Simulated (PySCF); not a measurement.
# C3H9In: the cost of one run

Computed with PySCF 2.14.0. Level: levels as typed in each script, gas phase, geometry from GFN2-xTB.

**1. Where the work starts**

SMILES `C[In](C)C`, 13 atoms, charge 0, spin multiplicity 1.

Bond lengths: C1–In2 2.243 Å, C1–H5 1.090 Å, C1–H6 1.090 Å, C1–H7 1.089 Å, In2–C3 2.243 Å, In2–C4 2.243 Å, C3–H8 1.090 Å, C3–H9 1.089 Å, C3–H10 1.090 Å, C4–H11 1.090 Å, C4–H12 1.089 Å, C4–H13 1.090 Å. Angles: In2–C1–H5 110.0°, In2–C1–H6 110.0°, In2–C1–H7 110.5°, H5–C1–H6 108.4°, H5–C1–H7 108.9°, H6–C1–H7 109.0°, C1–In2–C3 119.5°, C1–In2–C4 119.9°, C3–In2–C4 120.6°, In2–C3–H8 109.9°, In2–C3–H9 110.6°, In2–C3–H10 109.9°, H8–C3–H9 108.9°, H8–C3–H10 108.4°, H9–C3–H10 109.1°, In2–C4–H11 109.8°, In2–C4–H12 110.5°, In2–C4–H13 110.0° and more.

Coordinates:

```xyz
13
C3H9In
C     0.47424    2.18933   -0.00217
In   -0.00189   -0.00247    0.00153
C     1.67211   -1.49611   -0.00221
C    -2.13928   -0.68369   -0.00169
H     0.98754    2.45738   -0.92536
H     1.12720    2.43100    0.83619
H    -0.43838    2.77832    0.07770
H     2.24796   -1.40557   -0.92288
H     1.28050   -2.50956    0.07164
H     2.33823   -1.30993    0.83979
H    -2.58993   -0.47996   -0.97284
H    -2.19966   -1.75262    0.19771
H    -2.70302   -0.14553    0.75966
```

**2. Density, bond paths and surface potential (PBE/def2-tzvp)**

input.py

```python
import numpy as np
from pyscf import gto, scf, dft
from pyscf.scf import atom_ks, atom_hf
from scipy.linalg import block_diag

def solve(mol, dm0=None, hcore=None):
    mf = (dft.UKS if mol.spin else dft.RKS)(mol, xc='pbe')
    mf.grids.level = 3
    mf = mf.density_fit(auxbasis='def2-universal-jkfit')
    mf.conv_tol, mf.max_cycle = 1e-8, 80
    if hcore is not None:
        mf.get_hcore = lambda *args: hcore
    mf.kernel(dm0)
    if not mf.converged:
        mf = mf.newton().run(mf.mo_coeff, mf.mo_occ, max_cycle=30)
    assert mf.converged, 'SCF not converged'
    return mf

mol = gto.M(atom='''
C      0.47424     2.18933    -0.00217
In    -0.00189    -0.00247     0.00153
C      1.67211    -1.49611    -0.00221
C     -2.13928    -0.68369    -0.00169
H      0.98754     2.45738    -0.92536
H      1.12720     2.43100     0.83619
H     -0.43838     2.77832     0.07770
H      2.24796    -1.40557    -0.92288
H      1.28050    -2.50956     0.07164
H      2.33823    -1.30993     0.83979
H     -2.58993    -0.47996    -0.97284
H     -2.19966    -1.75262     0.19771
H     -2.70302    -0.14553     0.75966
''', basis='def2-tzvp', ecp={'In': 'def2-tzvp'}, charge=0, spin=0, verbose=4)
mf = solve(mol)
mf.analyze()
# spherically averaged free atoms, for the promolecule
atom_ks.AtomSphAverageRKS.init_guess_by_vsap = lambda self, mol=None: self.init_guess_by_minao(mol)  # core potentials
atm = atom_ks.get_atm_nrks(mol, xc='pbe')
pro = block_diag(*[(atm[a[0]][2] * atm[a[0]][3]) @ atm[a[0]][2].T for a in mol._atom])
np.savez('result.npz', e=mf.e_tot, c=mf.mo_coeff, occ=mf.mo_occ, eps=mf.mo_energy, pro=pro, dip=mf.dip_moment(verbose=0), s2=mf.spin_square()[0])
```

Command:

```bash
> OMP_NUM_THREADS=1 python input.py
```

Q: Estimate wall time and peak memory on 1 thread of AMD EPYC 9R45 (Zen 5), shared host.

About 16 s, with a peak of 0.67 GiB.
